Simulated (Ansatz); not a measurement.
# C2H7NSiZn: the cost of one run

Method: RKS PBE0-D4/def2-SVP, in Ansatz 0.2.0.

## 1. The starting structure

Bond lengths: C1–C2 1.287 Å, C2–N3 1.409 Å, C2–Si4 1.849 Å, Si4–Zn5 2.443 Å, C1–H6 1.156 Å, C1–H7 1.077 Å, N3–H8 1.055 Å, N3–H9 1.103 Å, Si4–H10 1.407 Å, Si4–H11 1.538 Å, Zn5–H12 0.747 Å. Angles (14 of 16 angles, heavy atoms first): C1–C2–N3 118.8°, C1–C2–Si4 122.4°, N3–C2–Si4 118.8°, C2–Si4–Zn5 96.0°, C2–C1–H6 120.4°, C2–C1–H7 125.3°, C2–N3–H8 121.3°, C2–N3–H9 120.9°, C2–Si4–H10 111.2°, C2–Si4–H11 105.3°, Zn5–Si4–H10 113.4°, Zn5–Si4–H11 119.5°, Si4–Zn5–H12 51.8°, H6–C1–H7 114.3°.

Structure file:

```xyz
12

C    -0.4320    0.7796    1.1792
C     0.0008   -0.2241    0.4994
N     0.5034   -1.3453    1.1892
Si    0.0001   -0.2432   -1.3497
Zn    0.1275    2.1805   -1.6313
H    -0.9041    1.6888    0.6429
H    -0.4326    0.8495    2.2535
H     0.9360   -2.1578    0.6728
H     0.5802   -1.3459    2.2891
H     1.1237   -0.9248   -1.8527
H    -1.2872   -0.9851   -1.7482
H    -0.1388    1.6727   -2.1102
```

## 2. Relaxing end A

input.yaml

```yaml
crystal:
  periodic: [false, false, false]
  atoms:
    - { symbol: C, position_ang: [-0.432, 0.7796, 1.1792] }
    - { symbol: C, position_ang: [0.0008, -0.2241, 0.4994] }
    - { symbol: "N", position_ang: [0.5034, -1.3453, 1.1892] }
    - { symbol: Si, position_ang: [0.0001, -0.2432, -1.3497] }
    - { symbol: Zn, position_ang: [0.1275, 2.1805, -1.6313] }
    - { symbol: H, position_ang: [-0.9041, 1.6888, 0.6429] }
    - { symbol: H, position_ang: [-0.4326, 0.8495, 2.2535] }
    - { symbol: H, position_ang: [0.936, -2.1578, 0.6728] }
    - { symbol: H, position_ang: [0.5802, -1.3459, 2.2891] }
    - { symbol: H, position_ang: [1.1237, -0.9248, -1.8527] }
    - { symbol: H, position_ang: [-1.2872, -0.9851, -1.7482] }
    - { symbol: H, position_ang: [-0.1388, 1.6727, -2.1102] }
basis:
  gaussian: { orbitals: def2-SVP }
hamiltonian:
  xc: pbe0
  dispersion: d4
relax:
  f_tol: 0.02
  max_steps: 50
```

Command:

```
ansatz run input.yaml --threads 2 --pin off --max-ram 3072MiB --backend cpu --events-out ev --progress --plain --runs-dir out
```

**Question.** How long does this run take on 2 threads of AMD EPYC 7B13 (Zen 3), shared host, and how much memory does it need?

About 2.3 min, with a peak of 0.36 GiB.
